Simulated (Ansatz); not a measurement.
Turn this script for Ansatz's Python interface into the input file that the command-line program reads.

The script, `vcrelax_w.py`:
```python
import argparse
import warnings

import ansatz
from ase.data import atomic_numbers
import matplotlib.pyplot as plt
import numpy as np
import spglib

parser = argparse.ArgumentParser(description="Relax cell and ions of W.")
parser.add_argument("--kmesh", type=int, nargs=3, required=True, help="k-point sampling")
parser.add_argument("--width-ev", type=float, default=0.1, help="smearing width (eV)")
parser.add_argument("--fmax", type=float, required=True, help="force threshold (eV/A)")
args = parser.parse_args()

def edges_and_angles(cell):
    cell = np.asarray(cell)
    a, b, c = np.linalg.norm(cell, axis=1)
    cosines = cell[1] @ cell[2] / (b * c), cell[0] @ cell[2] / (a * c), cell[0] @ cell[1] / (a * b)
    return (a, b, c, *np.degrees(np.arccos(cosines)))

warnings.simplefilter("ignore", ansatz.DeckWarning)

vectors = np.array([
    [0.0, 2.03, 2.03],
    [2.03, 0.0, 2.03],
    [2.03, 2.03, 0.0],
])
crystal = ansatz.Lattice.of(vectors).atom("W", (0.0, 0.0, 0.0))

job = (
    crystal.calculation()
    .functional(ansatz.Functional.R2SCAN)
    .basis(39 * ansatz.Ry)
    .kpoints(mesh=args.kmesh)
    .occupations(ansatz.OccupationsMethod.GAUSSIAN, width=args.width_ev)
    .relax(force_tolerance=args.fmax, fix_cell=["shape"])
)
steps = []


def follow(event):
    if event["event"] != "relax_step":
        return
    row = event["data"]
    steps.append(row)
    print(f"step {row['step']:3d}  E = {row['lagrangian_ev']:.5f} eV  largest force component = {row['allowed_force_max_ev_ang']:.4f} eV/A  P = {row['pressure_gpa']:.3f} GPa")


done = job.session().plan(threads=1).execute(on_event=follow)
rep = done.report

first, last = steps[0], steps[-1]
symbols = [site.symbol for site in done.lattice.sites]
print(f"energy gained {first['lagrangian_ev'] - last['lagrangian_ev']:.4f} eV in {len(steps) - 1} steps")
for label, vectors in (("before", first["cell_ang"]), ("after", done.lattice.cell_ang)):
    print(label, "a b c (A) {:.4f} {:.4f} {:.4f}  angles {:.2f} {:.2f} {:.2f}".format(*edges_and_angles(vectors)), f" V = {abs(np.linalg.det(vectors)):.3f} A^3")
print("final stress xx yy zz (GPa, compression positive):", np.round(np.diag(rep["stress_gpa"]), 3) + 0.0)

print("relaxed fractional positions")
for site in done.lattice.sites:
    print(f"  {site.symbol:2s}", " ".join(f"{v % 1:8.5f}" for v in np.round(site.position_frac, 5)))

fractions = [site.position_frac for site in done.lattice.sites]
numbers = [atomic_numbers[s] for s in symbols]
for tolerance in (1e-3, 1e-2, 1e-1):
    print(f"space group at {tolerance} A:", spglib.get_spacegroup((done.lattice.cell_ang, fractions, numbers), symprec=tolerance))

print("atom   start x y z (A)              end x y z (A)")
for symbol, a, b in zip(symbols, first["positions_ang"], last["positions_ang"]):
    print(f"{symbol:3s}", " ".join(f"{v:8.4f}" for v in a), "  ", " ".join(f"{v:8.4f}" for v in b))

fig, (top, bottom) = plt.subplots(2, 1, sharex=True, figsize=(4.5, 4))
top.plot([s["lagrangian_ev"] - last["lagrangian_ev"] for s in steps], "o-")
top.set_ylabel("E - E(final) (eV)")
bottom.semilogy([max(s["allowed_force_max_ev_ang"], 1e-6) for s in steps], "s-")
bottom.set(xlabel="step", ylabel="largest force (eV/A)")
fig.tight_layout()
fig.savefig("relax.png", dpi=100)

print(f"free energy      {rep['free_energy_ev']:.5f} eV")
print(f"per atom         {rep['free_energy_ev'] / len(done.lattice.sites):.5f} eV")
print(f"SCF iterations   {rep['n_iterations']}  (converged: {rep['converged']})")
```

```console
$ python vcrelax_w.py --kmesh 14 14 14 --fmax 0.005
step   1  E = -10396.72798 eV  largest force component = 0.0000 eV/A  P = -8.869 GPa
step   2  E = -10396.55911 eV  largest force component = 0.0000 eV/A  P = 39.355 GPa
step   3  E = -10396.74277 eV  largest force component = 0.0000 eV/A  P = -1.431 GPa
step   4  E = -10396.74316 eV  largest force component = 0.0000 eV/A  P = 0.071 GPa
step   5  E = -10396.74316 eV  largest force component = 0.0000 eV/A  P = -0.001 GPa
step   6  E = -10396.74292 eV  largest force component = 0.0000 eV/A  P = -0.009 GPa
energy gained 0.0149 eV in 5 steps
before a b c (A) 2.8709 2.8709 2.8709  angles 60.00 60.00 60.00  V = 16.731 A^3
after a b c (A) 2.8405 2.8405 2.8405  angles 60.00 60.00 60.00  V = 16.205 A^3
final stress xx yy zz (GPa, compression positive): [-0.009 -0.009 -0.009]
relaxed fractional positions
  W   0.00000  0.00000  0.00000
space group at 0.001 A: Fm-3m (225)
space group at 0.01 A: Fm-3m (225)
space group at 0.1 A: Fm-3m (225)
atom   start x y z (A)              end x y z (A)
W     0.0000   0.0000   0.0000      0.0000   0.0000   0.0000
free energy      -10396.74292 eV
per atom         -10396.74292 eV
SCF iterations   5  (converged: True)
```

`input.yaml`:
```yaml
crystal:
  lattice:
    - [0.0, 2.03, 2.03]
    - [2.03, 0.0, 2.03]
    - [2.03, 2.03, 0.0]
  atoms:
    - { symbol: W, position: [0.0, 0.0, 0.0] }
basis:
  ecutwfc: 530.622031796766
kpoints:
  mp_grid:
    grid: [14, 14, 14]
hamiltonian:
  xc: r2scan
scf:
  occupations:
    method: gaussian
    width: 0.1
relax:
  f_tol: 0.005
  cell:
    fix: [shape]
```

What to keep in mind:
- Total energies depend on the potentials; only differences at equal settings carry meaning.
- No spin polarisation was allowed.
- Energies along a relaxation are free energies. Rows at an unchanged volume are solved on a plane-wave basis chosen afresh for that cell, so the energy jumps there and such rows are no steps of the walk.
- Edges and angles are those of the cell as typed, here a primitive one, not of the conventional cell.
- Spin-orbit coupling, which matters for elements this heavy, is left out.
- This isn't the structure that W takes at ambient conditions.
- Wall time of the script: 11 s on 1 thread of Intel(R) Xeon(R) Processor @ 2.30GHz, with other jobs on the host, peak memory 0.59 GiB.

(Lines on the test bed's own set-up are left out of the output.)
